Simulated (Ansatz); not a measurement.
# YSb: a single-point run

Aim: a sound single-point run of YSb. The structure is shown as the input types it. The cell is built on a prototype (zincblende) and needn't be the phase found in nature.

Computed with Ansatz 0.2.0 (density functional or hybrid calculation with the settings of its input, plane waves (as first typed), unless a step's input says otherwise).

5 further runs of the same task are left out: 5 that didn't finish.

## Step 1: The structure to begin with

Symmetry: F-43m, No. 216, cubic system. Conventional cell: a = 6.937 Å, b = 6.937 Å, c = 6.937 Å, α = 90.00°, β = 90.00°, γ = 90.00°. Around Y (site symmetry -43m) lie 4 Sb at 3.00 Å. Sb (site symmetry -43m) has 4 Y at 3.00 Å as nearest neighbours.

Coordinates:

```cif
data_structure
_symmetry_space_group_name_H-M 'P 1'
_symmetry_Int_Tables_number 1
_cell_length_a 4.9049
_cell_length_b 4.9049
_cell_length_c 4.9049
_cell_angle_alpha 60.000
_cell_angle_beta 60.000
_cell_angle_gamma 60.000
_cell_volume 83.44
loop_
_atom_site_label
_atom_site_type_symbol
_atom_site_fract_x
_atom_site_fract_y
_atom_site_fract_z
_atom_site_occupancy
Y1 Y 0.00000 0.00000 0.00000 1
Sb1 Sb 0.25000 0.25000 0.25000 1
```

## Step 2: Running it

File input.yaml:

```yaml
crystal:
  lattice:
    - [0.0, 3.4682596669, 3.4682596669]
    - [3.4682596669, 0.0, 3.4682596669]
    - [3.4682596669, 3.4682596669, 0.0]
  atoms:
    - { symbol: "Y", position: [0.0, 0.0, 0.0] }
    - { symbol: Sb, position: [0.25, 0.25, 0.25] }
kpoints:
  mp_grid: { grid: [4, 4, 4] }
hamiltonian:
  xc: pbesol
scf:
  occupations: { method: fixed }
  n_extra_bands: 4
  convergence: { dr2_threshold: 0.01 }
  max_iter: 94
output:
  forces: true
  stress: true
  eigenvalues: true
```

On the command line:

```
ansatz run input.yaml --threads 4 --pin off --max-ram 3686MiB --backend cpu --events-out ev --progress --plain --runs-dir out
```

What happens when this is run?

This run ends as converged, with warnings (force scf threshold loose, stress scf threshold loose). Its log warns: «scf.convergence.dr2_threshold = 1e-2 eV is looser than this run's default, which is 1e-7 eV or tighter. The error in the forces grows as the threshold's square root ...»

The threshold asked is loose, but the program put off the close and ended at dr2 = 4.9e-9, so little accuracy was lost here.

Run again and compare: delete scf.convergence.dr2_threshold (the default then holds).
